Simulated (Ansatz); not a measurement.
# BCl2FH2: the cost of one run

Method: BHLYP-D4/def2-SVP; program: Ansatz 0.2.0, Gaussian basis.

## 1. Where the work starts

The start, a first-order saddle point found at PBE0-D4 in triple zeta: 6 atoms, charge 0, spin multiplicity 1.

Atoms are counted from 1 here; the program's logs count them from 0.

Bond lengths: B1–Cl3 1.759 Å, B1–Cl4 1.759 Å, B1–H6 1.314 Å, F2–H5 1.144 Å. Angles: Cl3–B1–Cl4 120.8°, Cl3–B1–H6 111.0°, Cl4–B1–H6 111.0°.

Geometry (Å):

```
atom    x (Å)    y (Å)    z (Å)
  B1  -0.1558   0.2406  -0.1044
  F2   1.1908  -0.6154  -0.3041
 Cl3  -1.2219   0.0392  -1.4894
 Cl4   0.2224   1.8435   0.5146
  H5   0.4555  -0.9337   0.5123
  H6  -0.4909  -0.5743   0.8709
```

## 2. Dynamics

md/in.yaml

```yaml
crystal:
  periodic: [false, false, false]
  atoms:
    - {symbol: B, position_ang: [-0.155800, 0.240604, -0.104365]}
    - {symbol: F, position_ang: [1.190782, -0.615415, -0.304093]}
    - {symbol: Cl, position_ang: [-1.221896, 0.039179, -1.489412]}
    - {symbol: Cl, position_ang: [0.222365, 1.843529, 0.514600]}
    - {symbol: H, position_ang: [0.455490, -0.933653, 0.512350]}
    - {symbol: H, position_ang: [-0.490941, -0.574345, 0.870922]}
basis:
  gaussian: {orbitals: def2-SVP}
hamiltonian: {xc: {name: BHLYP}, dispersion: d4}
md: {n_steps: 60, timestep: 0.75, temperature: 700, ensemble: nve, seed: 89, initial_velocities: maxwell_boltzmann}
```

Launch:

```bash
ansatz run in.yaml --threads 2 --pin off --events-out ev --progress --plain --max-ram 4352MiB
```

**Question.** How long does this run take on 2 threads of Arm Neoverse V2, shared host?

About 66 s.
